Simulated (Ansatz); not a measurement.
# Sc12F: the cost of one run

Program: Ansatz 0.2.0. Level of theory: DFT PBE, plane waves, PAW, scalar-relativistic, no spin polarisation. These are calculated values, not measurements.

## Step 1: Starting point

The cell holds 13 atoms (FSc12): a = 6.620 Å, b = 9.930 Å, c = 5.276 Å, α = 90.00°, β = 90.00°, γ = 120.00°.

Coordinates:

```cif
data_structure
_symmetry_space_group_name_H-M 'P 1'
_symmetry_Int_Tables_number 1
_cell_length_a 6.6200
_cell_length_b 9.9300
_cell_length_c 5.2761
_cell_angle_alpha 90.000
_cell_angle_beta 90.000
_cell_angle_gamma 120.000
_cell_volume 300.37
loop_
_atom_site_label
_atom_site_type_symbol
_atom_site_fract_x
_atom_site_fract_y
_atom_site_fract_z
_atom_site_occupancy
Sc1 Sc 0.00000 0.00000 0.00000 1
Sc2 Sc 0.16667 0.22222 0.50000 1
Sc3 Sc 0.00000 0.33333 0.00000 1
Sc4 Sc 0.16667 0.55556 0.50000 1
Sc5 Sc 0.00000 0.66667 0.00000 1
Sc6 Sc 0.16667 0.88889 0.50000 1
Sc7 Sc 0.50000 0.00000 0.00000 1
Sc8 Sc 0.66667 0.22222 0.50000 1
Sc9 Sc 0.50000 0.33333 0.00000 1
Sc10 Sc 0.66667 0.55556 0.50000 1
Sc11 Sc 0.50000 0.66667 0.00000 1
Sc12 Sc 0.66667 0.88889 0.50000 1
F1 F 0.83711 0.44891 0.74524 1
```

## Step 2: Relaxing end A

input.yaml

```yaml
crystal:
  lattice:
    - [6.62, 0.0, 0.0]
    - [-4.965, 8.599632, 0.0]
    - [0.0, 0.0, 5.27614]
  atoms:
    - { symbol: Sc, position: [0.0, 0.0, 0.0] }
    - { symbol: Sc, position: [0.1666667, 0.2222222, 0.5] }
    - { symbol: Sc, position: [0.0, 0.3333333, 0.0] }
    - { symbol: Sc, position: [0.1666667, 0.5555556, 0.5] }
    - { symbol: Sc, position: [0.0, 0.6666667, 0.0] }
    - { symbol: Sc, position: [0.1666667, 0.8888889, 0.5] }
    - { symbol: Sc, position: [0.5, 0.0, 0.0] }
    - { symbol: Sc, position: [0.6666667, 0.2222222, 0.5] }
    - { symbol: Sc, position: [0.5, 0.3333333, 0.0] }
    - { symbol: Sc, position: [0.6666667, 0.5555556, 0.5] }
    - { symbol: Sc, position: [0.5, 0.6666667, 0.0] }
    - { symbol: Sc, position: [0.6666667, 0.8888889, 0.5] }
    - { symbol: F, position: [0.8371077, 0.4489145, 0.7452358] }
basis:
  ecutwfc: 420.0
kpoints:
  mp_grid: { grid: [4, 3, 4] }
hamiltonian:
  xc: pbe
scf:
  occupations: { method: fermi_dirac, width: 0.1 }
  lower_state_search: "off"
relax:
  f_tol: 0.03
  max_steps: 60
  adjacent_minimum: "off"
```

On the command line:

```bash
ansatz run input.yaml --threads 4 --pin off --max-ram 10240MiB --backend cpu --events-out ev --progress --plain --runs-dir out
```

What time and memory should one allow on 4 threads of Intel Xeon 6975P-C (Granite Rapids), shared host?

About 32 s, with a peak of 1.1 GiB.
